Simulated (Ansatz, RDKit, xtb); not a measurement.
**Isomers of C3H8AlNO, a sample narrowed down**

Which of a sample of isomers of C3H8AlNO is the most stable in the gas at 298.15 K, and what are its properties? The sample is small against all isomers, and the most stable one of this formula need not be in it.

Plan: many cheap relaxations first (GFN2-xTB), then density-functional screening, relaxation at PBE0-D3(BJ)/def2-SVP, vibrations (at GFN2-xTB) and a final energy. The numbers are computed, not measured.

## (1) Possible bonding patterns

Isomers were taken from a list of plausible structures; this is a sample, not all of them. That gives 4 candidates.

| label | SMILES | spin |
| --- | --- | --- |
| c417 | C#[C][Al@H-]([NH3+])[O]C | singlet |
| c428 | C[O+]1CN=[CH][AlH2-]1 | singlet |
| c647 | C[O+]([AlH3-])CC#N | singlet |
| c843 | OCCC#[N+][AlH3-] | singlet |

Candidates are built by distance geometry, with a force field where one applies, in up to four conformers (letters a to d).

Q: Predict the outcome of this search (final energies at CCSD(T)/def2-SVP + MP2/def2-TZVPP - MP2/def2-SVP).

| quantity | value |
| --- | --- |
| lowest structure found | C#[C][Al@H-]([NH3+])[O]C, singlet |
| next finalist | OCCC#[N+][AlH3-], singlet, 34.6 kcal/mol higher in G |
| share at equilibrium, among the finalists | 100.0 % |

The lowest structure found is `C#[C][Al@H-]([NH3+])[O]C`. Among the finalists first place is clear (34.6 kcal/mol); structures outside the list aren't covered. GFN2-xTB, r2SCAN-D4/def2-SVP, PBE0-D3(BJ)/def2-SVP, HF/def2-SVP and MP2/def2-SVP already put its bonding pattern lowest among the structures in one piece; HF/STO-3G favours the singlet C[O+]1CN=[CH][AlH2-]1. The search is not exhaustive (a finite list of starts, one conformer a finalist), so a lower isomer can't be ruled out. Only 4 drawn patterns were tried, so whole families of isomers are missing, and the result ranks this sample alone.
